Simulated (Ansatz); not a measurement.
# ZnGe3 (Pm-3m) in Ansatz: convergence with wavefunction cutoff

Aim: find how far wavefunction cutoff must go before the results for ZnGe3 settle, at PBE. This setting moves, with any that are tied to it; all else stays.

Program: Ansatz 0.2.0. These are calculated values, not measurements. Logs are shortened: lines on timing, memory, paths and dates and some standing lists are left out, and cuts for length are marked.

## Step 1: The crystal as given

Symmetry: Pm-3m, No. 221, cubic system. The conventional cell has a = 4.222 Å, b = 4.222 Å, c = 4.222 Å, α = 90.00°, β = 90.00°, γ = 90.00°. Ge (site symmetry 4/mmm) has 8 Ge at 2.99 Å and 4 Zn at 2.99 Å as nearest neighbours. Zn (site symmetry m-3m) has 12 Ge at 2.99 Å as nearest neighbours.

The cell comes from a database or a generator and needn't be the stable form of this composition.

## Step 2: With wavefunction cutoff 400 eV

File input.yaml:

```yaml
crystal:
  lattice:
    - [4.222363, 0.0, 0.0]
    - [0.0, 4.222363, 0.0]
    - [0.0, 0.0, 4.222363]
  atoms:
    - { symbol: Ge, position: [0.5, 0.5, 0.0] }
    - { symbol: Ge, position: [0.5, 0.0, 0.5] }
    - { symbol: Ge, position: [0.0, 0.5, 0.5] }
    - { symbol: Zn, position: [0.0, 0.0, 0.0] }
hamiltonian:
  xc: pbe
  pseudopotentials: { kind: nc_fr, accuracy: standard }
magnetization:
  noncollinear: true
  spin_orbit: true
kpoints:
  mp_grid: { grid: [5, 5, 5] }
scf:
  occupations: { method: fermi_dirac, width: 0.05 }
output:
  forces: true
  stress: true
  eigenvalues: true
basis:
  ecutwfc: "400 eV"
```

Potentials or basis: PseudoDojo standard (PBE files).

Run with:

```
$ ansatz run input.yaml --threads 2 --pin off --max-ram 5632MiB --backend cpu --events-out ev --progress --plain --runs-dir out
```

It took 4.4 s on 2 threads of Arm Neoverse V2, shared host; peak memory 0.4 GiB.

Results:

* Free energy: -12384.5654 eV
* Pressure: 12.7 GPa
* Band gap on the k mesh: none (metal or under the smearing width)

## Step 3: With wavefunction cutoff 500 eV

input.yaml: that of step 2 with these lines changed.

```diff
@@ -25,2 +25,2 @@
 basis:
-  ecutwfc: "400 eV"
+  ecutwfc: "500 eV"
```

Potentials or basis: PseudoDojo standard (PBE files).

Run with:

```
$ ansatz run input.yaml --threads 2 --pin off --max-ram 5632MiB --backend cpu --events-out ev --progress --plain --runs-dir out
```

Run time: 4.5 s. Hardware: 2 threads of Arm Neoverse V2, shared host; peak memory 0.47 GiB.

Results:

| Property | Result |
| --- | --- |
| Free energy | -12744.1576 eV |
| Pressure | 0.8 GPa |
| Band gap on the k mesh | none (metal or under the smearing width) |

## Step 4: With wavefunction cutoff 600 eV

input.yaml: that of step 3 with these lines changed.

```diff
@@ -25,2 +25,2 @@
 basis:
-  ecutwfc: "500 eV"
+  ecutwfc: "600 eV"
```

Run with:

```
$ ansatz run input.yaml --threads 2 --pin off --max-ram 5632MiB --backend cpu --events-out ev --progress --plain --runs-dir out
```

Wall time 5.2 s (2 threads of Arm Neoverse V2, shared host); peak memory 0.53 GiB.

What came out:

```
Free energy            : -12902.1164 eV
Pressure               : 0.5 GPa
Band gap on the k mesh : none (metal or under the smearing width)
```

## Step 5: With wavefunction cutoff 700 eV

input.yaml: that of step 4 with these lines changed.

```diff
@@ -25,2 +25,2 @@
 basis:
-  ecutwfc: "600 eV"
+  ecutwfc: "700 eV"
```

Run with:

```
$ ansatz run input.yaml --threads 2 --pin off --max-ram 5632MiB --backend cpu --events-out ev --progress --plain --runs-dir out
```

Wall time 6.4 s (2 threads of Arm Neoverse V2, shared host); peak memory 0.6 GiB.

Results:

```yaml
Free_energy: -12958.8999 eV
Pressure: -0.4 GPa
Band_gap_on_the_k_mesh: none (metal or under the smearing width)
```

## Step 6: With wavefunction cutoff 850 eV

input.yaml: that of step 5 with these lines changed.

```diff
@@ -25,2 +25,2 @@
 basis:
-  ecutwfc: "700 eV"
+  ecutwfc: "850 eV"
```

Potentials or basis: PseudoDojo standard (PBE files).

Run with:

```
$ ansatz run input.yaml --threads 2 --pin off --max-ram 5632MiB --backend cpu --events-out ev --progress --plain --runs-dir out
```

It took 9.3 s on 2 threads of Arm Neoverse V2, shared host; peak memory 0.73 GiB.

Results (log left out):

```
Free energy            : -12975.7642 eV
Pressure               : -0.2 GPa
Band gap on the k mesh : none (metal or under the smearing width)
```

## Step 7: With wavefunction cutoff 1000 eV

input.yaml: that of step 6 with these lines changed.

```diff
@@ -25,2 +25,2 @@
 basis:
-  ecutwfc: "850 eV"
+  ecutwfc: "1000 eV"
```

Run with:

```
$ ansatz run input.yaml --threads 2 --pin off --max-ram 5632MiB --backend cpu --events-out ev --progress --plain --runs-dir out
```

Run time: 12 s. Hardware: 2 threads of Arm Neoverse V2, shared host; peak memory 0.84 GiB.

It converged, with:

```yaml
Free_energy: -12976.8769 eV
Pressure: -0.2 GPa
Band_gap_on_the_k_mesh: none (metal or under the smearing width)
```

## Step 8: With wavefunction cutoff 1200 eV

input.yaml: that of step 7 with these lines changed.

```diff
@@ -25,2 +25,2 @@
 basis:
-  ecutwfc: "1000 eV"
+  ecutwfc: "1200 eV"
```

Run with:

```
$ ansatz run input.yaml --threads 2 --pin off --max-ram 5632MiB --backend cpu --events-out ev --progress --plain --runs-dir out
```

Wall time 14 s (2 threads of Arm Neoverse V2, shared host); peak memory 0.99 GiB.

The run converged. Its results:

| Property | Result |
| --- | --- |
| Free energy | -12976.8965 eV |
| Pressure | -0.2 GPa |
| Band gap on the k mesh | none (metal or under the smearing width) |

## Step 9: With wavefunction cutoff 1400 eV

input.yaml: that of step 8 with these lines changed.

```diff
@@ -25,2 +25,2 @@
 basis:
-  ecutwfc: "1200 eV"
+  ecutwfc: "1400 eV"
```

Potentials or basis: PseudoDojo standard (PBE files).

Run with:

```
$ ansatz run input.yaml --threads 2 --pin off --max-ram 5632MiB --backend cpu --events-out ev --progress --plain --runs-dir out
```

It took 20 s on 2 threads of Arm Neoverse V2, shared host; peak memory 1.2 GiB.

It converged, with:

| Property | Result |
| --- | --- |
| Free energy | -12976.8969 eV |
| Pressure | -0.2 GPa |
| Band gap on the k mesh | none (metal or under the smearing width) |

## Step 10: With wavefunction cutoff 1700 eV

input.yaml: that of step 9 with these lines changed.

```diff
@@ -25,2 +25,2 @@
 basis:
-  ecutwfc: "1400 eV"
+  ecutwfc: "1700 eV"
```

Potentials or basis: PseudoDojo standard (PBE files).

Run with:

```
$ ansatz run input.yaml --threads 2 --pin off --max-ram 5632MiB --backend cpu --events-out ev --progress --plain --runs-dir out
```

What it wrote:

```text
Warning: RAYON_NUM_THREADS=2 ignored (pool sized by the plan → 2); use --threads N
Engine: ansatz 0.2.0, aarch64-unknown-linux-gnu
Pseudopotentials: kind: nc_fr
Pseudopotential: Ge, nc_fr, valence charge 14, recommended cutoff 1061.244064 eV (normal), Ge.nc_fr.azcp (PseudoDojo's, or run here from an input of PseudoDojo's; its table is named by hamiltonian.pseudopotentials.accuracy)
[... 66 lines left out ...]
--- Band table (eV; the first three rows and the last of 10) ---
  k-point 0: bands = ["-114.1302", "-114.1302", "-70.3608", "-70.3608", "-67.2950", "-67.2950", "-67.2950", "-67.2950", "-12.9773", "-12.9773", "-12.9773", "-12.9773", "-12.9683", "-12.9683", "-12.9552", "-12.9552", "-12.9552", "-12.9552", "-12.9500", "-12.9500", "-12.4101", "-12.4101", "-12.4016", "-12.4016", "-12.4016", "-12.4016", "-12.3844", "-12.3844", "-12.3844", "-12.3844", "-12.3779", "-12.3779", "-12.3467", "-12.3467", "-12.3231", "-12.3231", "-12.3231", "-12.3231", "-0.3738", "-0.3738", "4.5706", "4.5706", "4.5706", "4.5706", "4.9483", "4.9483", "4.9483", "4.9483", "5.0769", "5.0769", "7.0219", "7.0219", "7.0219", "7.0219", "8.4733", "8.4733", "8.4733", "8.4733", "8.5213", "8.5213", "10.6780", "10.6780", "14.8749", "14.8749", "14.8749", "14.8749", "15.0303", "15.0303", "16.3987", "16.3987", "16.5856", "16.5856", "16.5856", "16.5856", "19.4049", "19.4049"]
  k-point 1: bands = ["-114.1302", "-114.1302", "-70.3608", "-70.3608", "-67.2950", "-67.2950", "-67.2950", "-67.2950", "-12.9762", "-12.9762", "-12.9731", "-12.9731", "-12.9664", "-12.9664", "-12.9554", "-12.9554", "-12.9552", "-12.9552", "-12.9503", "-12.9503", "-12.4071", "-12.4071", "-12.3999", "-12.3999", "-12.3972", "-12.3972", "-12.3838", "-12.3838", "-12.3827", "-12.3827", "-12.3780", "-12.3780", "-12.3503", "-12.3503", "-12.3315", "-12.3315", "-12.3280", "-12.3280", "-0.0545", "-0.0545", "4.3245", "4.3245", "4.6075", "4.6075", "4.8302", "4.8302", "4.9568", "4.9568", "5.0549", "5.0549", "5.4683", "5.4683", "7.0683", "7.0683", "8.8548", "8.8548", "8.8878", "8.8878", "9.4215", "9.4215", "12.4477", "12.4477", "13.7969", "13.7969", "13.8590", "13.8590", "13.9416", "13.9416", "14.8778", "14.8778", "16.1282", "16.1282", "16.3143", "16.3143", "19.9114", "19.9114"]
  k-point 2: bands = ["-114.1302", "-114.1302", "-70.3608", "-70.3608", "-67.2950", "-67.2950", "-67.2950", "-67.2950", "-12.9748", "-12.9748", "-12.9641", "-12.9641", "-12.9616", "-12.9616", "-12.9571", "-12.9571", "-12.9568", "-12.9568", "-12.9515", "-12.9515", "-12.4041", "-12.4041", "-12.3978", "-12.3978", "-12.3835", "-12.3835", "-12.3820", "-12.3820", "-12.3778", "-12.3778", "-12.3754", "-12.3754", "-12.3597", "-12.3597", "-12.3499", "-12.3499", "-12.3375", "-12.3375", "0.8484", "0.8484", "2.6972", "2.6972", "4.6542", "4.6542", "4.6953", "4.6953", "4.9694", "4.9694", "5.0411", "5.0411", "5.1150", "5.1150", "7.1608", "7.1608", "9.8894", "9.8894", "9.9509", "9.9509", "10.2016", "10.2016", "11.8236", "11.8236", "11.8834", "11.8834", "12.6692", "12.6692", "12.9694", "12.9694", "16.0128", "16.0128", "16.8052", "16.8052", "17.0086", "17.0086", "19.2610", "19.2610"]
  k-point 9: bands = ["-114.1302", "-114.1302", "-70.3608", "-70.3608", "-67.2950", "-67.2950", "-67.2950", "-67.2950", "-12.9737", "-12.9737", "-12.9720", "-12.9720", "-12.9621", "-12.9621", "-12.9611", "-12.9611", "-12.9488", "-12.9488", "-12.9468", "-12.9468", "-12.4095", "-12.4095", "-12.4054", "-12.4054", "-12.3833", "-12.3833", "-12.3809", "-12.3809", "-12.3703", "-12.3703", "-12.3681", "-12.3681", "-12.3647", "-12.3647", "-12.3419", "-12.3419", "-12.3407", "-12.3407", "3.0511", "3.0511", "3.8137", "3.8137", "3.8659", "3.8659", "4.8408", "4.8408", "4.9475", "4.9475", "5.1812", "5.1812", "5.4498", "5.4498", "5.5709", "5.5709", "6.8516", "6.8516", "7.9873", "7.9873", "8.0093", "8.0093", "8.0309", "8.0309", "10.3555", "10.3555", "17.5318", "17.5318", "17.5632", "17.5632", "18.4338", "18.4338", "18.8120", "18.8120", "18.9775", "18.9775", "20.4482", "20.4482"]
```

It took 26 s on 2 threads of Arm Neoverse V2, shared host; peak memory 1.5 GiB.

What came out:

```
Free energy            : -12976.8973 eV
Pressure               : -0.2 GPa
Band gap on the k mesh : none (metal or under the smearing width)
```

## Step 11: Summary

| wavefunction cutoff | energy less the tightest run, at zero smearing (meV/atom) | pressure (GPa) | SCF cycles | CPU time (s) | peak memory (GiB) |
| --- | --- | --- | --- | --- | --- |
| 400 eV | 148082.49 | 12.67 | 10 | 8.5 | 0.4 |
| 500 eV | 58184.05 | 0.79 | 9 | 8.8 | 0.47 |
| 600 eV | 18695.20 | 0.49 | 8 | 10 | 0.53 |
| 700 eV | 4499.35 | -0.37 | 8 | 13 | 0.6 |
| 850 eV | 283.27 | -0.21 | 8 | 18 | 0.73 |
| 1000 eV | 5.09 | -0.22 | 8 | 24 | 0.84 |
| 1200 eV | 0.18 | -0.21 | 8 | 28 | 0.99 |
| 1400 eV | 0.08 | -0.21 | 8 | 39 | 1.2 |
| 1700 eV | 0.00 | -0.21 | 8 | 51 | 1.5 |

Against the tightest run, the energy stays within 1 meV/atom from 1200 eV on; the pressure stays within 0.1 GPa from 850 eV on. The tightest run that finished is the yardstick and may itself not be fully converged.
